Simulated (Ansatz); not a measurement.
# BaCa2P2: a trial structure relaxed

Where does BaCa2P2 go from the start given, CaH2O2 type (P-3m1, No. 164)?

Computed with Ansatz 0.2.0 (DFT PBE, scalar-relativistic, plane waves, PAW, unless a step's input says otherwise).

1 further run of the same task is left out (it didn't finish). Runs told in other sessions of the task aren't counted.

**1. The system as given**

Symmetry: P-3m1, No. 164, trigonal system. Conventional cell: a = 4.803 Å, b = 4.803 Å, c = 6.572 Å, α = 90.00°, β = 90.00°, γ = 120.00°. Around Ba (site symmetry -3m) lie 6 P at 3.17 Å. Around Ca (site symmetry 3m) lie 1 P at 1.26 Å. Around P (site symmetry 3m) lie 1 Ca at 1.26 Å.

Coordinates:

```
Ba Ca P
1.0
     4.80260    0.00000    0.00000
    -2.40130    4.15918    0.00000
     0.00000    0.00000    6.57163
Ba Ca P
1 2 2
Direct
  0.00000 0.00000 0.00000
  0.33333 0.66667 0.57440
  0.66667 0.33333 0.42560
  0.33333 0.66667 0.76630
  0.66667 0.33333 0.23370
```

(A quick probe on a coarse mesh, which set the mesh and smearing, is not shown.)

**3. Coarse relaxation**

input.yaml

```yaml
crystal:
  lattice:
    - [4.802601647, 0.0, 0.0]
    - [-2.4013008235, 4.1591750306, 0.0]
    - [0.0, 0.0, 6.5716252316]
  atoms:
    - { symbol: Ba, position: [0.0, 0.0, 0.0] }
    - { symbol: Ca, position: [0.3333333333, 0.6666666667, 0.5744] }
    - { symbol: Ca, position: [0.6666666667, 0.3333333333, 0.4256] }
    - { symbol: P, position: [0.3333333333, 0.6666666667, 0.7663] }
    - { symbol: P, position: [0.6666666667, 0.3333333333, 0.2337] }
basis:
  ecutwfc: 420
kpoints:
  mp_grid: { grid: [6, 6, 4] }
hamiltonian:
  xc: pbe
scf:
  occupations: { method: gaussian, width: 0.1 }
  lower_state_search: "off"
output:
  forces: true
  stress: true
  eigenvalues: true
relax:
  adjacent_minimum: "off"
  f_tol: 0.04
  max_steps: 70
  cell: { stress_tol: 0.4 }
```

Command:

```sh
$ ansatz run input.yaml --threads 1 --pin off --max-ram 2560MiB --backend cpu --events-out ev --progress --plain --runs-dir out
```

The session goes on with these runs: full relaxation.

Q: Predict the outcome of this session.

**Answer**, as computed:

Formation energies count from the elements, computed with the same settings in runs not shown here.

```
                          quantity                                                                       value
                              cell  a = 4.770 Å, b = 4.770 Å, c = 7.864 Å, α = 90.00°, β = 90.00°, γ = 120.00°
                       space group                                                             P-3m1 (No. 164)
                            volume                                                               30.99 Å³/atom
                   gap on the mesh                                                                     1.51 eV
formation energy from the elements                                                              -1.165 eV/atom
```

The space group stayed P-3m1, and from the first guess the volume went from 26.25 to 30.99 Å³/atom. With -1.17 eV/atom it lies under the elements, which doesn't yet make it stable against other compounds of them. Where forces pass 15 eV/Å atoms stand far too close, the PAW spheres overlap strongly and those numbers are rough.

These are semilocal Kohn-Sham gaps, which aren't the measured quantity. Such gaps usually fall short of the measured ones.
